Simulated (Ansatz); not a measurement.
# C2H6SiTe: the cost of one run

Method: the settings change from run to run; program: Ansatz 0.2.0, Gaussian basis.

### 1 The geometry

An earlier PBE0-D4 in a triple-zeta def2 set relaxation fixed the geometry. Te takes a core potential in def2 sets; no spin-orbit term is included.

SMILES `C=C([SiH3])[TeH]`, 10 atoms, charge 0, spin multiplicity 1.

Atoms are counted from 1 here; the program's logs count them from 0.

Bond lengths: C1–C2 1.332 Å, C1–H5 1.087 Å, C1–H6 1.087 Å, C2–Si3 1.862 Å, C2–Te4 2.108 Å, Si3–H7 1.486 Å, Si3–H8 1.487 Å, Si3–H9 1.488 Å, Te4–H10 1.659 Å. Angles: C2–C1–H5 123.5°, C2–C1–H6 120.5°, H5–C1–H6 115.9°, C1–C2–Si3 122.6°, C1–C2–Te4 120.0°, Si3–C2–Te4 117.3°, C2–Si3–H7 110.3°, C2–Si3–H8 109.7°, C2–Si3–H9 109.0°, H7–Si3–H8 108.3°, H7–Si3–H9 110.0°, H8–Si3–H9 109.7°, C2–Te4–H10 93.4°.

Geometry (Å):

```xyz
10

C    -0.6477    1.4751    0.5448
C     0.0337    0.5370   -0.1104
Si    0.0345   -1.2507    0.4100
Te    1.2740    1.0729   -1.7288
H    -0.6550    2.5232    0.2571
H    -1.2401    1.2178    1.4193
H     1.3947   -1.6597    0.8452
H    -0.3641   -2.1062   -0.7389
H    -0.9318   -1.4295    1.5272
H     1.1851   -0.4310   -2.4224
```

### 2 wB97/def2-TZVPP

This run has charge +1, multiplicity 2, restricted open-shell orbitals, high accuracy.

in.yaml reads:

```yaml
crystal:
  periodic: [false, false, false]
  atoms:
    - {symbol: C, position_ang: [-0.647719, 1.475058, 0.544784]}
    - {symbol: C, position_ang: [0.033661, 0.537043, -0.110394]}
    - {symbol: Si, position_ang: [0.034463, -1.250703, 0.410002]}
    - {symbol: Te, position_ang: [1.274039, 1.072881, -1.728823]}
    - {symbol: H, position_ang: [-0.655020, 2.523177, 0.257082]}
    - {symbol: H, position_ang: [-1.240145, 1.217833, 1.419341]}
    - {symbol: H, position_ang: [1.394670, -1.659699, 0.845223]}
    - {symbol: H, position_ang: [-0.364098, -2.106244, -0.738944]}
    - {symbol: H, position_ang: [-0.931805, -1.429452, 1.527168]}
    - {symbol: H, position_ang: [1.185054, -0.430992, -2.422439]}
basis:
  gaussian: {orbitals: def2-TZVPP}
total_charge: 1
magnetization: {spin_polarized: false, initial_magnetization: 1}
hamiltonian: {xc: {name: wB97}}
accuracy: high
```

Launch:

```console
ansatz run in.yaml --threads 4 --pin off --events-out ev --progress --plain --max-ram 10444MiB
```

**Question.** How long does this run take on 4 threads of Arm Neoverse V2, shared host, and how much memory does it need?

About 44 s, with a peak of 2.4 GiB.
